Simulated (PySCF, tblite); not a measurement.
**C₂H₉NSi₂: a rotation path, then NMR shifts on frames**

Aim: move C₂H₉NSi₂ (`C=N[SiH2]C[SiH3]`) away from its starting geometry and see how NMR shifts follow the geometry.

The runs use tblite 0.8.0 and PySCF 2.14.0, with density-fitted response routines of our own; the level of theory stands in each step. All values are computed, except where a source is named. Atoms are numbered from 0 throughout.

## Step 1: The starting structure

14 atoms, charge 0, multiplicity 1; geometry from: GFN2-xTB.

Bonds of the start (Å): C0–N1 1.25, N1–Si2 1.72, Si2–C3 1.90, C3–Si4 1.90, C0–H5 1.09, C0–H6 1.09, Si2–H7 1.46, Si2–H8 1.47, C3–H9 1.09, C3–H10 1.09, Si4–H11 1.46, Si4–H12 1.46, Si4–H13 1.47.

## Step 2: The rotation path with GFN2-xTB

Job settings and geometry (Å):

```
{"job": {"kind": "neb", "xc": "GFN2-xTB", "basis": "xTB", "atoms": [1, 2, 3, 4], "turn": 120}, "charge": 0, "multiplicity": 1}
C     -2.450988    -0.232837     0.811339
N     -1.389084    -0.348152     0.170998
Si    -0.652046     0.528672    -1.116665
C      0.975765     1.188745    -0.397687
Si     2.014756    -0.068547     0.573208
H     -3.208373     0.538695     0.637906
H     -2.673559    -0.939443     1.608545
H     -0.441155    -0.509629    -2.125010
H     -1.425126     1.644831    -1.689958
H      1.568559     1.576603    -1.225897
H      0.765216     2.042323     0.247351
H      1.318319    -0.486036     1.789464
H      2.317262    -1.227416    -0.267858
H      3.279774     0.571743     0.962097
```

Level: GFN2-xTB climbing-image nudged elastic band, gas phase.

The run is started by

```bash
$ OMP_NUM_THREADS=1 python probes_run.py task.json out
```

The driver reads the jobs from task.json and runs them one after another.

The program printed:

```text
image   E - E0 / eV
  0       0.0000
  1       0.0033
  2       0.0159
  3       0.0313
  4       0.0406
  5       0.0387
  6       0.0274
  7       0.0138
  8       0.0042
```

Run time: 7.4 s. Hardware: 1 thread of AMD EPYC 7R43, shared host; peak memory 0.18 GiB.

The final band, with the dihedral N1–Si2–C3–Si4:

```
image  dihedral (°)  energy (eV)  energy (kcal/mol)
    0            47        0.000                0.0
    1            62        0.003                0.1
    2            77        0.016                0.4
    3            93        0.031                0.7
    4           108        0.041                0.9
    5           123        0.039                0.9
    6           138        0.027                0.6
    7           153        0.014                0.3
    8           167        0.004                0.1
```

## Step 3: Nuclear shieldings: image 0, PBE0/pcSseg-1

Job settings and geometry (Å):

```
{"job": {"kind": "nmr", "xc": "PBE0", "basis": "pcSseg-1", "pop": false}, "charge": 0, "multiplicity": 1}
C     -2.451000    -0.232800     0.811300
N     -1.389100    -0.348200     0.171000
Si    -0.652000     0.528700    -1.116700
C      0.975800     1.188700    -0.397700
Si     2.014800    -0.068500     0.573200
H     -3.208400     0.538700     0.637900
H     -2.673600    -0.939400     1.608500
H     -0.441200    -0.509600    -2.125000
H     -1.425100     1.644800    -1.690000
H      1.568600     1.576600    -1.225900
H      0.765200     2.042300     0.247400
H      1.318300    -0.486000     1.789500
H      2.317300    -1.227400    -0.267900
H      3.279800     0.571700     0.962100
```

Method: GIAO PBE0/pcSseg-1 NMR shielding, non-relativistic, gas phase.

The program printed:

```text
coarse grid: 12064 points
cycle   1  E = -714.8203781755  dE =  2.112e-01  |g| = 4.772e-01  |ddm| = 3.265e+00
cycle   2  E = -714.7355508544  dE =  8.483e-02  |g| = 7.671e-01  |ddm| = 1.077e+00
cycle   3  E = -714.8724855447  dE = -1.369e-01  |g| = 1.088e-01  |ddm| = 7.228e-01
cycle   4  E = -714.8748625975  dE = -2.377e-03  |g| = 3.527e-02  |ddm| = 9.008e-02
cycle   5  E = -714.8751610303  dE = -2.984e-04  |g| = 7.097e-03  |ddm| = 3.374e-02
cycle   6  E = -714.8751730111  dE = -1.198e-05  |g| = 2.108e-03  |ddm| = 9.119e-03
cycle   7  E = -714.8751741476  dE = -1.137e-06  |g| = 3.788e-04  |ddm| = 2.383e-03
final grid: 105608 points
cycle   8  E = -714.9016592742  dE = -1.593e-05  |g| = 5.925e-03  |ddm| = 1.558e-02
cycle   9  E = -714.9016539691  dE =  5.305e-06  |g| = 7.573e-03  |ddm| = 1.255e-02
cycle  10  E = -714.9016676619  dE = -1.369e-05  |g| = 1.269e-03  |ddm| = 7.179e-03
cycle  11  E = -714.9016680030  dE = -3.411e-07  |g| = 2.843e-04  |ddm| = 9.121e-04
cycle  12  E = -714.9016680199  dE = -1.685e-08  |g| = 6.479e-05  |ddm| = 2.342e-04
cycle  13  E = -714.9016680209  dE = -9.766e-10  |g| = 2.158e-05  |ddm| = 7.571e-05
converged SCF energy = -714.9016680209

GIAO shielding tensors (ppm)
atom      isotropic    diamagn.    paramagn.     s11        s22        s33       span
  0 C       15.790     251.085    -235.295    -77.247     -1.905    126.520    203.767
  1 N     -157.529     332.122    -489.650   -572.928   -187.373    287.715    860.643
  2 Si     382.127     881.453    -499.326    346.813    373.153    426.415     79.602
  3 C      196.020     258.112     -62.092    187.224    194.541    206.295     19.072
  4 Si     423.342     879.788    -456.445    401.137    403.931    464.959     63.822
  5 H       22.955      28.640      -5.685     21.093     22.195     25.576      4.483
  6 H       23.088      29.488      -6.400     21.703     22.803     24.759      3.056
  7 H       26.500      30.069      -3.569     24.162     24.501     30.836      6.674
  8 H       26.496      29.556      -3.060     23.248     24.504     31.737      8.490
  9 H       31.998      30.773       1.225     27.011     28.943     40.040     13.029
 10 H       31.734      32.247      -0.512     27.008     28.999     39.196     12.188
 11 H       27.706      29.856      -2.150     23.784     26.572     32.760      8.976
 12 H       27.618      29.446      -1.827     24.372     25.883     32.600      8.228
 13 H       27.627      28.757      -1.130     24.119     25.498     33.264      9.145
```

Run time: 21 s. Hardware: 1 thread of AMD EPYC 7R43, shared host; peak memory 0.69 GiB.

Shifts follow as δ = σ(reference) − σ, with reference shieldings (ppm) from runs at the same level and on the same kind of geometry: ¹H TMS 31.72, ¹³C TMS 186.9, ²⁹Si TMS 349.2, ¹⁵N NH3 267.7. The references are single molecules in the gas phase, so shifts against H2O, NH3, PH3, H3PO4 or CFCl3 are not on the usual liquid scales and can be off by tens of ppm. Each atom is listed at this fixed geometry, with no averaging over motion; a spectrum would average atoms that exchange fast.

```
atoms                            environment  σ (ppm)  δ (ppm)
   C0                             C=N carbon     15.8    171.1
   C3                 sp3 CH2 bonded to 2 Si    196.0     -9.1
   H5               hydrogen on a C=N carbon    22.95     8.76
   H6               hydrogen on a C=N carbon    23.09     8.63
   H8   hydrogen on a silicon bonded to C, N    26.50     5.22
   H7   hydrogen on a silicon bonded to C, N    26.50     5.22
  H12      hydrogen on a silicon bonded to C    27.62     4.10
  H13      hydrogen on a silicon bonded to C    27.63     4.09
  H11      hydrogen on a silicon bonded to C    27.71     4.01
  H10  hydrogen on an sp3 CH2 bonded to 2 Si    31.73    -0.02
   H9  hydrogen on an sp3 CH2 bonded to 2 Si    32.00    -0.28
   N1                         imine nitrogen   -157.5    425.3
  Si2            silicon bonded to C, N, 2 H    382.1    -33.0
  Si4               silicon bonded to C, 3 H    423.3    -74.2
```

## Step 4: NMR shieldings: image 2, PBE0/pcSseg-1

Job settings and geometry (Å):

```
{"job": {"kind": "nmr", "xc": "PBE0", "basis": "pcSseg-1", "pop": false}, "charge": 0, "multiplicity": 1}
C     -2.702800    -0.005300     0.765600
N     -1.564200    -0.247400     0.321800
Si    -0.623800     0.343800    -0.996100
C      0.908200     1.139600    -0.201800
Si     2.246500    -0.064000     0.397600
H     -3.401000     0.724300     0.343100
H     -3.057100    -0.541100     1.643700
H     -0.321300    -0.877000    -1.743000
H     -1.270600     1.320500    -1.892400
H      1.350400     1.813500    -0.935900
H      0.594200     1.765000     0.634200
H      1.750700    -0.901800     1.487200
H      2.689000    -0.901100    -0.721700
H      3.401000     0.710500     0.875600
```

With the program's defaults for keys left out, this is: GIAO PBE0/pcSseg-1 NMR shielding, non-relativistic, gas phase.

The program printed:

```text
coarse grid: 12064 points
cycle   1  E = -714.8194164922  dE =  2.078e-01  |g| = 4.773e-01  |ddm| = 3.262e+00
cycle   2  E = -714.7345232473  dE =  8.489e-02  |g| = 7.673e-01  |ddm| = 1.099e+00
cycle   3  E = -714.8714550667  dE = -1.369e-01  |g| = 1.086e-01  |ddm| = 7.468e-01
cycle   4  E = -714.8738321868  dE = -2.377e-03  |g| = 3.527e-02  |ddm| = 9.096e-02
cycle   5  E = -714.8741307347  dE = -2.985e-04  |g| = 7.094e-03  |ddm| = 3.390e-02
cycle   6  E = -714.8741428353  dE = -1.210e-05  |g| = 2.104e-03  |ddm| = 9.043e-03
cycle   7  E = -714.8741439642  dE = -1.129e-06  |g| = 3.815e-04  |ddm| = 2.393e-03
final grid: 105608 points
cycle   8  E = -714.9004677143  dE = -1.659e-05  |g| = 5.808e-03  |ddm| = 1.629e-02
cycle   9  E = -714.9004628774  dE =  4.837e-06  |g| = 7.331e-03  |ddm| = 1.245e-02
cycle  10  E = -714.9004758223  dE = -1.294e-05  |g| = 1.202e-03  |ddm| = 7.106e-03
cycle  11  E = -714.9004761257  dE = -3.034e-07  |g| = 2.884e-04  |ddm| = 8.869e-04
cycle  12  E = -714.9004761430  dE = -1.731e-08  |g| = 6.500e-05  |ddm| = 2.393e-04
cycle  13  E = -714.9004761440  dE = -9.887e-10  |g| = 2.084e-05  |ddm| = 7.473e-05
converged SCF energy = -714.9004761440

GIAO shielding tensors (ppm)
atom      isotropic    diamagn.    paramagn.     s11        s22        s33       span
  0 C       15.947     251.005    -235.058    -76.647     -1.831    126.319    202.966
  1 N     -158.905     332.284    -491.189   -579.906   -189.859    293.051    872.956
  2 Si     381.619     881.534    -499.915    351.913    366.207    426.735     74.822
  3 C      196.296     258.131     -61.835    181.164    196.533    211.193     30.029
  4 Si     421.101     879.551    -458.450    392.466    404.355    466.480     74.015
  5 H       22.943      28.537      -5.594     21.063     22.254     25.512      4.448
  6 H       23.077      29.134      -6.057     21.685     22.902     24.645      2.960
  7 H       26.563      30.466      -3.903     24.056     25.097     30.537      6.481
  8 H       26.499      29.761      -3.262     23.225     24.603     31.669      8.443
  9 H       31.982      31.091       0.890     26.702     29.204     40.039     13.337
 10 H       31.919      32.759      -0.841     27.273     29.053     39.429     12.156
 11 H       27.530      29.329      -1.799     23.938     25.980     32.672      8.734
 12 H       27.623      29.133      -1.510     24.353     25.968     32.547      8.194
 13 H       27.518      28.485      -0.967     23.969     25.386     33.200      9.231
```

It took 20 s on 1 thread of AMD EPYC 7R43, shared host; peak memory 0.71 GiB.

Key values: δ C0 171.0, C3 -9.4, N1 426.6, Si2 -32.5, H5 8.77, H6 8.64 ppm.

(Part 1 of 2 ends here.)
